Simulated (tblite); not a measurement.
# C2H14N2Si4: the cost of one run

The runs use tblite 0.8.0 and PySCF 2.14.0, with density-fitted response routines of our own; the level of theory stands in each step. All values are computed, except where a source is named. Atoms are numbered from 0 throughout.

**1. Starting geometry**

22 atoms, charge 0, multiplicity 1; geometry from: force field or distance geometry start.

Bonds of the start (Å): Si0–N1 1.80, N1–Si2 1.78, N1–Si3 1.78, Si3–C4 1.87, C4–C5 1.52, C5–Si6 1.86, Si6–N7 1.78, N7–Si3 1.79, Si0–H8 1.46, Si0–H9 1.48, Si0–H10 1.46, Si2–H11 1.49, Si2–H12 1.46, Si2–H13 1.46, Si3–H14 1.45, C4–H15 1.11, C4–H16 1.11, C5–H17 1.12, C5–H18 1.10, Si6–H19 1.47, Si6–H20 1.46, N7–H21 1.04.

**2. Optimising the geometry with GFN2-xTB**

The job: settings as JSON, then the geometry in Å.

```
{"job": {"kind": "relax", "xc": "GFN2-xTB", "basis": "xTB"}, "charge": 0, "multiplicity": 1}
Si    -2.304700    -1.408000     0.660200
N     -1.433000     0.162100     0.722600
Si    -2.588700     1.392600     0.150900
Si     0.023100     0.181100    -0.300300
C      1.165500    -1.257100     0.026900
C      2.524400    -0.787900    -0.474400
Si     2.725700     0.983100     0.043900
N      1.060600     1.603700     0.002500
H     -1.984700    -2.184100    -0.531900
H     -3.747000    -1.086200     0.620700
H     -2.054900    -2.156900     1.891300
H     -3.896300     1.031700     0.763900
H     -2.713000     1.329400    -1.306500
H     -2.184000     2.754000     0.482600
H     -0.387800     0.148400    -1.691300
H      1.262100    -1.395500     1.120300
H      0.859500    -2.179700    -0.505900
H      2.451200    -0.793800    -1.589500
H      3.345200    -1.445500    -0.148800
H      3.571400     1.689500    -0.926400
H      3.306600     1.157500     1.376700
H      0.988400     2.280800    -0.789100
```

Started as:

```bash
$ OMP_NUM_THREADS=1 python probes_run.py task.json out
```

The driver reads the jobs from task.json and runs them one after another.

Q: Estimate the wall time and peak memory of this first job on 1 thread of Arm Neoverse V1, shared host.

About 2.1 s, with a peak of 0.18 GiB.
